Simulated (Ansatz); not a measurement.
# NbB2: bonding charge in real space

Aim: see in NbB2 how the density differs from that of free atoms, which states sit where and how the density follows a moved atom. The geometry is as listed and is not relaxed.

The COD entry's cell or inner coordinates are ideal or old and differ from later refinements, so a difference from it is no clean test against experiment.

Method: DFT PBEsol, scalar-relativistic, plane waves, PAW, in Ansatz 0.2.0.

## (1) The starting structure

Symmetry: P6/mmm, No. 191, hexagonal system. Conventional cell: a = 3.086 Å, b = 3.086 Å, c = 3.306 Å, α = 90.00°, β = 90.00°, γ = 120.00°. Around Nb (site symmetry 6/mmm) lie 12 B at 2.43 Å. B (site symmetry -6m2) is surrounded by 3 B at 1.78 Å and 6 Nb at 2.43 Å.

Structure file:

```
Nb B
1.0
     3.08600    0.00000    0.00000
    -1.54300    2.67255    0.00000
     0.00000    0.00000    3.30600
Nb B
1 2
Direct
  0.00000 0.00000 0.00000
  0.33333 0.66667 0.50000
  0.66667 0.33333 0.50000
```

The structure comes from the Crystallography Open Database.

## (2) Self-consistent density

input.yaml

```yaml
crystal:
  lattice:
    - [3.086, 0.0, 0.0]
    - [-1.543, 2.6725543961, 0.0]
    - [0.0, 0.0, 3.306]
  atoms:
    - { symbol: Nb, position: [0.0, 0.0, 0.0] }
    - { symbol: B, position: [0.3333333333, 0.6666666667, 0.5] }
    - { symbol: B, position: [0.6666666667, 0.3333333333, 0.5] }
basis:
  ecutwfc: 420
  fft_grid_basis: typed
kpoints:
  mp_grid: { grid: [12, 12, 10] }
hamiltonian:
  xc: pbesol
  pseudopotentials: { kind: paw }
scf:
  occupations: { method: gaussian, width: 0.05 }
output:
  forces: true
  stress: true
  eigenvalues: true
  bader: true
  write_density: true
  volumetric_format: npy
  elf: true
```

The run is started by

```sh
ansatz run input.yaml --threads 1 --pin off --max-ram 2560MiB --backend cpu --events-out ev --progress --plain --runs-dir out
```

The log of the run (excerpt; [...] marks lines left out):

```text
Warning: RAYON_NUM_THREADS=1 ignored (pool sized by the plan → 1); use --threads N
[...]
Pseudopotentials: kind: paw
Pseudopotential: Nb, paw, valence charge 13, recommended cutoff 420 eV (normal), Nb.paw.azcp
Pseudopotential: B, paw, valence charge 3, recommended cutoff 420 eV (normal), B.paw.azcp
Functional definition: PBEsol
[...]
Crystal: 3 atoms, lattice volume = 27.266 Å³
Basis set: ecut = 420 eV, 551 PW (Γ), exchange–correlation on 48×48×48 points (8 copies of the dense FFT grid, shifted against one another)
Bands: 14, of which v1, the nominal top of the filled ones, is band 10 counted from 1 (9 counted from 0)
Symmetry: 24 space group operations
Space group: P6/mmm (ITA 191), of the structure as read, at distance tolerance 3.0e-5 Å
k-points: 114 of 1440
[...]
SCF iter   1: F=—  HF=-4803.157319 eV  |F-HF|=—  |Δ(HF+E_count)|=         —  Δρ=4.40e-3  dr2=6.69e-3  ethr=1.77e-3  ⟨swp⟩=5.8  Hψ=8576  notcnv=0
[...]
SCF iter   6: F=-4803.155269 eV  HF=-4803.155269 eV  |F-HF|=6.45e-9  |Δ(HF+E_count)|=   5.88e-8  Δρ=8.22e-6  dr2=9.00e-9  ethr=5.26e-10  ⟨swp⟩=5.6  Hψ=5585  notcnv=0
[...]
SCF converged after 6 iterations
Free energy (F): -4803.155269 eV
[...]
E sigma→0 (E₀):  -4803.154023 eV
Entropy (-TS):   -0.002491 eV (-0.830 meV/atom)
Fermi energy:    18.695461 eV
[...]
--- Forces (eV/Å), atoms counted from 1 ---
  atom   1  Nb     0.00000000     0.00000000     0.00000000
  atom   2  B      0.00000000    -0.00000000    -0.00000000
  atom   3  B      0.00000000     0.00000000     0.00000000
[...]
--- Stress (GPa, compression-positive) ---
        1.152171      -0.000000      -0.000000
        0.000000       1.152171      -0.000000
       -0.000000      -0.000000      -1.022810
  P = ⅓ Tr σ = 0.4272 GPa (4.272 kbar)
--- Band table (eV; the first three rows and the last of 114) ---
  k-point 0: bands = ["-36.9635", "-13.1921", "-12.7229", "-12.7229", "4.3084", "14.2898", "14.3081", "14.3081", "15.4891", "19.9400", "19.9400", "21.8336", "21.8336", "22.9857"]
[...]
--- Bader charges: 3 sites ---
  site symbol  charge [e]  shift [e]
     0     Nb      1.2932     0.0011
     1      B     -0.6467     0.0006
     2      B     -0.6465     0.0006
  estimated error of the sums over rays = 6.5e-4 e
```

It took 24 s on 1 thread of Arm Neoverse V1, shared host; peak memory 0.32 GiB.

## (3) The fields of the base run

Density in a lattice plane of the grid's cell (edges 3.09 and 3.09 Å, at 0.500 of the third edge), which holds B.

Values in e/Å³, 12 rows by 12 columns:
```
0.22 0.25 0.33 0.47 0.64 0.77 0.78 0.64 0.46 0.33 0.25 0.22
0.26 0.33 0.44 0.61 0.75 0.78 0.75 0.61 0.44 0.33 0.26 0.25
0.37 0.47 0.61 0.66 0.51 0.55 0.70 0.61 0.46 0.37 0.33 0.33
0.52 0.64 0.75 0.51 0.23 0.51 0.75 0.64 0.52 0.46 0.44 0.46
0.68 0.77 0.78 0.55 0.51 0.75 0.78 0.69 0.64 0.61 0.61 0.64
0.76 0.78 0.75 0.70 0.75 0.78 0.76 0.78 0.75 0.70 0.75 0.78
0.68 0.64 0.61 0.61 0.64 0.69 0.78 0.75 0.51 0.55 0.78 0.77
0.52 0.46 0.44 0.46 0.52 0.64 0.75 0.51 0.23 0.51 0.75 0.64
0.37 0.33 0.33 0.37 0.46 0.61 0.70 0.55 0.51 0.66 0.61 0.47
0.26 0.25 0.26 0.33 0.44 0.61 0.75 0.78 0.75 0.61 0.44 0.33
0.22 0.22 0.25 0.33 0.46 0.64 0.78 0.77 0.64 0.47 0.33 0.25
0.20 0.22 0.26 0.37 0.52 0.68 0.76 0.68 0.52 0.37 0.26 0.22
```
Columns run along the first of these edges and rows up along the second, over one cell in 12 and 12 even steps from the bottom left corner. Atoms in the plane (fractional): B at (0.33, 0.67), B at (0.67, 0.33).

ELF in the same plane.

Ten even steps from ' ' (0.00) to '@' (0.83):
```
::::----==++**##%%@@@@@@@@@@@@%%##**++==--::::::
::----==++**####%%%%%%%%%%%%%%##****++==----::::
--====++**********++++++**********++++==--------
==++++******++==::::::--==++********++==========
**********==--..      ..--++**####****++++++++++
########++--..        ..==**########****++******
%%%%%%##++::        ..--**##%%%%%%####******##%%
@@@@%%##==..      ..--**%%@@@@@@%%##******##%%%%
@@@@%%##==::......==**%%@@@@@@%%##**++++**##%%@@
@@@@%%##++------++##%%@@@@@@%%##++------++##%%@@
@@@@%%##**++++**##%%@@@@@@%%**==......::==##%%@@
@@%%%%##******##%%@@@@@@%%**--..      ..==##%%@@
%%%%##******####%%%%%%##**--..        ::++##%%%%
##******++****########**==..        ..--++######
**++++++++++****####**++--..      ..--==********
============++********++==--::::::==++******++++
----------==++++**********++++++**********++====
::::::----==++****##%%%%%%%%%%%%%%####**++==----
::::::::--==++**##%%@@@@@@@@@@@@%%##**++==----::
::::::----==**##%%@@@@@@@@@@@@@@%%##**==----::::
```
Columns run along the first of these edges and rows up along the second, over one cell in 24 and 20 even steps from the bottom left corner. Atoms in the plane (fractional): B at (0.33, 0.67), B at (0.67, 0.33).

Both are smooth fields of the valence electrons: close to the nuclei they are not physical.

Maxima of ELF outside the ion cores: 0.83 on the B–B line, 0.9 Å from B.

The reference for the deformation density is the superposition of neutral spherical atoms (taken from a run stopped after its first cycle, not shown).

Deformation density: the crystal less neutral atoms. These are valence pseudo-densities (PAW): inside the atomic spheres they are not the true ones.

Deformation density in a lattice plane of the grid's cell (edges 3.09 and 3.09 Å, at 0.500 of the third edge), which holds B.

Values in 10⁻³ e/Å³, 12 rows by 12 columns:
```
 -20.80  -11.41    2.15   23.94   69.06  121.19  124.11   69.31   23.85    4.05  -11.41  -20.26
  -6.76    2.15    2.98   22.92   69.34   89.42   69.34   22.92    2.98    2.15   -6.76  -11.41
  19.19   23.94   22.92   11.71  -48.82  -32.65   28.53   24.84   23.85   17.10    2.15    4.05
  57.10   69.06   69.34  -48.82 -181.76  -48.82   69.34   69.06   57.10   23.85    2.98   23.85
 109.68  121.19   89.42  -32.65  -48.82   76.75  124.11  107.85   69.06   24.84   22.92   69.31
 141.72  124.11   69.34   28.53   69.34  124.11  141.72  124.11   69.34   28.53   69.34  124.11
 109.68   69.31   22.92   24.84   69.06  107.85  124.11   76.75  -48.82  -32.65   89.42  121.19
  57.10   23.85    2.98   23.85   57.10   69.06   69.34  -48.82 -181.76  -48.82   69.34   69.06
  19.19    4.05    2.15   17.10   23.85   24.84   28.53  -32.65  -48.82   11.71   22.92   23.94
  -6.76  -11.41   -6.76    2.15    2.98   22.92   69.34   89.42   69.34   22.92    2.98    2.15
 -20.80  -20.26  -11.41    4.05   23.85   69.31  124.11  121.19   69.06   23.94    2.15  -11.41
 -26.17  -20.80   -6.76   19.19   57.10  109.68  141.72  109.68   57.10   19.19   -6.76  -20.80
```
Columns run along the first of these edges and rows up along the second, over one cell in 12 and 12 even steps from the bottom left corner. Atoms in the plane (fractional): B at (0.33, 0.67), B at (0.67, 0.33).

> Describe the bonding charge.

- B–B (1.78 Å): Δρ is +0.14 e/Å³ at the midpoint, where it peaks: a build-up of bond charge, the mark of a shared pair.
- B–Nb (2.43 Å): Δρ is −0.007 e/Å³ at the midpoint: little charge gathers at the midpoint.
- Outside the cores the largest gain is 0.14 e/Å³, 0.9 Å from a B nucleus, and the largest loss 0.09 e/Å³, at the edge of the Nb core regions.
- The rearranged charge, half the integral of |Δρ|, is about 0.20 e an atom.
- Bader charges: Nb +1.29 and B −0.65 e.

## (4) Densities by energy window

The windows are set from the levels of the base run, in eV from its Fermi level.

Edit input.yaml of step 2 so:

```diff
@@ -19,9 +19,26 @@
   occupations: { method: gaussian, width: 0.05 }
+  n_extra_bands: 6
 output:
   forces: true
-  stress: true
+  stress: false
   eigenvalues: true
-  bader: true
-  write_density: true
+  bader: false
+  write_density: false
   volumetric_format: npy
-  elf: true
+  band_densities:
+    - { e_range: [-0.25, 0.25] }
+    - { e_range: [-1.2, 0.0] }
+    - { e_range: [0.0, 1.2] }
+    - { e_range: [-14.41, -9.59] }
+    - { e_range: [-9.59, -4.8] }
+  dos:
+    e_range: [-30, 8]
+    de: 0.02
+    method: { smearing: { sigma: 0.03, scheme: gaussian } }
+    projected: { site_lists: { B: [B], Nb: [Nb] } }
+checkpoint:
+  read: start.run
+  write: ck
+  compress: false
+  write_wavefunctions: false
+  write_every: 100000
```

The run is started by

```sh
ansatz run input.yaml --threads 1 --pin off --max-ram 2560MiB --backend cpu --events-out ev --progress --plain --runs-dir out
```

The log of the run (excerpt; [...] marks lines left out):

```text
Warning: RAYON_NUM_THREADS=1 ignored (pool sized by the plan → 1); use --threads N
scf.n_extra_bands = 6 over 10 filled bands (N_el = 19.0): the run solves 16 bands
[...]
[... 4 set-up lines as earlier in the session ...]
[...]
Crystal: 3 atoms, lattice volume = 27.266 Å³
Basis set: ecut = 420 eV, 551 PW (Γ), exchange–correlation on 48×48×48 points (8 copies of the dense FFT grid, shifted against one another)
Bands: 16, of which v1, the nominal top of the filled ones, is band 10 counted from 1 (9 counted from 0)
[... 2 set-up lines as earlier in the session ...]
k-points: 114 of 1440
[...]
Fermi energy:    18.695485 eV
[...]
--- Forces (eV/Å), atoms counted from 1 ---
  atom   1  Nb     0.00000000     0.00000000     0.00000000
  atom   2  B      0.00000000    -0.00000000    -0.00000000
  atom   3  B      0.00000000     0.00000000     0.00000000
[...]
--- Band table (eV; the first three rows and the last of 114) ---
  k-point 0: bands = ["-36.9634", "-13.1920", "-12.7228", "-12.7228", "4.3084", "14.2898", "14.3082", "14.3082", "15.4891", "19.9400", "19.9400", "21.8336", "21.8336", "22.9858", "22.9858", "23.1100"]
[...]
--- Band densities, each state counted as filled ---
  window                                       electrons  max residual (eV)  cut levels
  e_range: [-0.25, 0.25]                        0.416667             2.4e-4           0
  e_range: [-1.2, 0]                            0.800000             2.3e-6           0
  e_range: [0, 1.2]                             1.547222             4.0e-4           0
  e_range: [-14.41, -9.59]                      2.129167             2.3e-6           0
  e_range: [-9.59, -4.8]                        4.509722             2.4e-6           0
```

Wall time 3.2 s (1 thread of Arm Neoverse V1, shared host); peak memory 0.32 GiB.

```
window (eV from the Fermi level)                                  what it holds  electrons a cell                      main Löwdin character
                −14.4 to −9.6 eV   the lower third of the occupied valence band              2.13  B 2s (40 %), B 2p (25 %) and Nb 4d (20 %)
                 −9.6 to −4.8 eV  the middle third of the occupied valence band              4.51  B 2p (60 %), Nb 4d (30 %) and B 2s (10 %)
                  −1.2 to 0.0 eV   the filled states just under the Fermi level              0.80               Nb 4d (75 %) and B 2p (25 %)
               −0.25 to +0.25 eV                  the states at the Fermi level              0.42               Nb 4d (75 %) and B 2p (25 %)
                  0.0 to +1.2 eV     the empty states just over the Fermi level              1.55               Nb 4d (75 %) and B 2p (25 %)
```

Density of the states at the Fermi level, scaled to one electron a cell, in a lattice plane of the grid's cell (edges 3.09 and 3.09 Å, at 0.500 of the third edge), which holds B.

Values in 10⁻³ per Å³, 12 rows by 12 columns:
```
14.14 12.81 12.71 17.60 27.38 36.52 37.05 27.14 17.04 12.83 12.60 13.99
12.28 12.71 16.13 26.08 37.29 40.80 37.29 26.08 16.13 12.71 12.28 12.60
13.78 17.60 26.08 32.23 26.77 28.84 34.85 26.13 17.04 13.74 12.71 12.83
19.87 27.38 37.29 26.77 10.27 26.77 37.29 27.38 19.87 17.04 16.13 17.04
29.40 36.52 40.80 28.84 26.77 38.68 37.05 30.28 27.38 26.13 26.08 27.14
34.88 37.05 37.29 34.85 37.29 37.05 34.88 37.05 37.29 34.85 37.29 37.05
29.40 27.14 26.08 26.13 27.38 30.28 37.05 38.68 26.77 28.84 40.80 36.52
19.87 17.04 16.13 17.04 19.87 27.38 37.29 26.77 10.27 26.77 37.29 27.38
13.78 12.83 12.71 13.74 17.04 26.13 34.85 28.84 26.77 32.23 26.08 17.60
12.28 12.60 12.28 12.71 16.13 26.08 37.29 40.80 37.29 26.08 16.13 12.71
14.14 13.99 12.60 12.83 17.04 27.14 37.05 36.52 27.38 17.60 12.71 12.81
15.42 14.14 12.28 13.78 19.87 29.40 34.88 29.40 19.87 13.78 12.28 14.14
```
Columns run along the first of these edges and rows up along the second, over one cell in 12 and 12 even steps from the bottom left corner. Atoms in the plane (fractional): B at (0.33, 0.67), B at (0.67, 0.33).

Projected on a minimal set of atomic orbitals (Löwdin), they are Nb 4d (75 %) and B 2p (25 %). In space (atomic cells sized by Bader volumes) the density divides as Nb about 65 % and B about 35 %. 

## (5) Moving B2 by 0.10 Å

The shift is (0.000, 0.100, 0.000) Å; all periodic copies of the atom move with it.

Edit input.yaml of step 2 so:

```diff
@@ -7,3 +7,3 @@
     - { symbol: Nb, position: [0.0, 0.0, 0.0] }
-    - { symbol: B, position: [0.3333333333, 0.6666666667, 0.5] }
+    - { symbol: B, position: [0.3520420264, 0.7040840529, 0.5] }
     - { symbol: B, position: [0.6666666667, 0.3333333333, 0.5] }
@@ -26,2 +26 @@
   volumetric_format: npy
-  elf: true
```

The run is started by

```sh
ansatz run input.yaml --threads 1 --pin off --max-ram 2560MiB --backend cpu --events-out ev --progress --plain --runs-dir out
```

The log of the run (excerpt; [...] marks lines left out):

```text
Warning: RAYON_NUM_THREADS=1 ignored (pool sized by the plan → 1); use --threads N
[...]
[... 4 set-up lines as earlier in the session ...]
[...]
Crystal: 3 atoms, lattice volume = 27.266 Å³
Basis set: ecut = 420 eV, 551 PW (Γ), exchange–correlation on 48×48×48 points (8 copies of the dense FFT grid, shifted against one another)
Bands: 14, of which v1, the nominal top of the filled ones, is band 10 counted from 1 (9 counted from 0)
Symmetry: 4 space group operations
Space group: Amm2 (ITA 38), of the structure as read, at distance tolerance 3.0e-5 Å
k-points: 258 of 1440 (time reversal used)
[...]
SCF converged after 6 iterations
Free energy (F): -4803.069654 eV
[...]
E sigma→0 (E₀):  -4803.069048 eV
Entropy (-TS):   -0.001211 eV (-0.404 meV/atom)
Fermi energy:    18.626464 eV
[...]
--- Forces (eV/Å), atoms counted from 1 ---
  atom   1  Nb    -0.00000000     0.54475305     0.00000000
  atom   2  B     -0.00000000    -1.78889033    -0.00000000
  atom   3  B      0.00000000     1.24415608     0.00000000
[...]
--- Stress (GPa, compression-positive) ---
        1.428303       0.000000      -0.000000
        0.000000       3.717538       0.000000
       -0.000000       0.000000      -0.190923
  P = ⅓ Tr σ = 1.6516 GPa (16.516 kbar)
--- Band table (eV; the first three rows and the last of 258) ---
  k-point 0: bands = ["-36.9688", "-13.1997", "-12.7545", "-12.7025", "4.3025", "13.9449", "14.2947", "14.6596", "15.4689", "19.8462", "20.0094", "21.3764", "21.9662", "22.3762"]
[...]
--- Bader charges: 3 sites ---
  site symbol  charge [e]  shift [e]
     0     Nb      1.2910     0.0011
     1      B     -0.6530     0.0008
     2      B     -0.6380     0.0003
  estimated error of the sums over rays = 1.0e-3 e
```

Wall time 60 s (1 thread of Arm Neoverse V1, shared host); peak memory 0.38 GiB.

Change of the density less the rigid motion of the neutral atom's own density.

About 0.09 e is rearranged in the cell. The largest gain outside the cores, 0.06 e/Å³, lies at the edge of the B core regions, and the largest loss, 0.04 e/Å³, at the edge of the B core regions.

The force on it changes by 1.79 eV/Å along the move, against it: a stiffness of about 18 eV/Å² for this sublattice shift.

## (6) Summary of results

```
                         quantity                         value
                  gap on the mesh                  none (metal)
                         pressure                       0.4 GPa
                    Bader charges           Nb +1.29, B -0.65 e
    the states at the Fermi level  Nb 4d (75 %) and B 2p (25 %)
stiffness against the shift of B2                    17.9 eV/Å²
```
